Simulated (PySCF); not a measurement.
# C3H11BBrN: electronic excitations

What electronic excitations should C3H11BBrN (`CCC[B@@H-]([NH3+])Br`) show?

Programs: PySCF 2.14.0, with density-fitted response routines of our own. Each step states its level of theory. These are calculated values for one molecule in the gas phase, unless marked as measured. Atoms are numbered from 0 throughout.

## (1) The starting structure

17 atoms, charge 0, multiplicity 1; geometry from: GFN2-xTB.

Bonds of the start (Å): C0–C1 1.52, C1–C2 1.53, C2–B3 1.62, B3–N4 1.65, B3–Br5 2.00, C0–H6 1.09, C0–H7 1.09, C0–H8 1.09, C1–H9 1.09, C1–H10 1.09, C2–H11 1.10, C2–H12 1.10, B3–H13 1.19, N4–H14 1.02, N4–H15 1.02, N4–H16 1.02.

## (2) Excited states and response: B3LYP/def2-SVPD

The job: settings as JSON, then the geometry in Å.

```
{"job": {"kind": "uv", "xc": "B3LYP", "basis": "def2-SVPD", "nstates": 8, "ntriplets": 3}, "charge": 0, "multiplicity": 1}
C      2.551020     0.169521    -0.285715
C      1.361034    -0.110070     0.623877
C      0.021091     0.161064    -0.068118
B     -1.253001    -0.155513     0.876040
N     -2.608143     0.145122    -0.023040
Br    -1.452376    -2.108042     1.274027
H      3.485595    -0.017575     0.238639
H      2.518445    -0.471455    -1.165020
H      2.545380     1.206686    -0.617474
H      1.395340    -1.153814     0.944932
H      1.432754     0.512138     1.519695
H      0.009694     1.211304    -0.383531
H     -0.005586    -0.437898    -0.986364
H     -1.344312     0.489091     1.867817
H     -2.675065     1.130536    -0.266503
H     -3.431150    -0.141352     0.506034
H     -2.557718    -0.417714    -0.871929
```

Method: TDDFT B3LYP/def2-SVPD, vertical, gas phase, core orbitals frozen in the response.

Launch:

```sh
> OMP_NUM_THREADS=1 python probes_run.py task.json out
```

The driver reads the jobs from task.json and runs them one after another.

What will the session give for the following? lowest singlet (B3LYP/def2-SVPD); brightest single state of those computed; lowest triplet. Wanted: lowest singlet; brightest single state of those computed; lowest triplet.

**Answer**, as computed:

| quantity | value |
| --- | --- |
| lowest singlet (B3LYP/def2-SVPD) | 5.22 eV (237 nm), f = 0.009 |
| brightest single state of those computed | state 2, 5.70 eV, f = 0.059 |
| lowest triplet | 5.17 eV |

What this shows: The first singlet state (HOMO→LUMO 0.99) lies at 5.22 eV and is weak; of the 8 states computed, the strongest absorption comes from state 2 at 5.70 eV. The lowest triplet lies 0.05 eV below the lowest singlet (triplets in Tamm-Dancoff, singlets in full TDDFT).
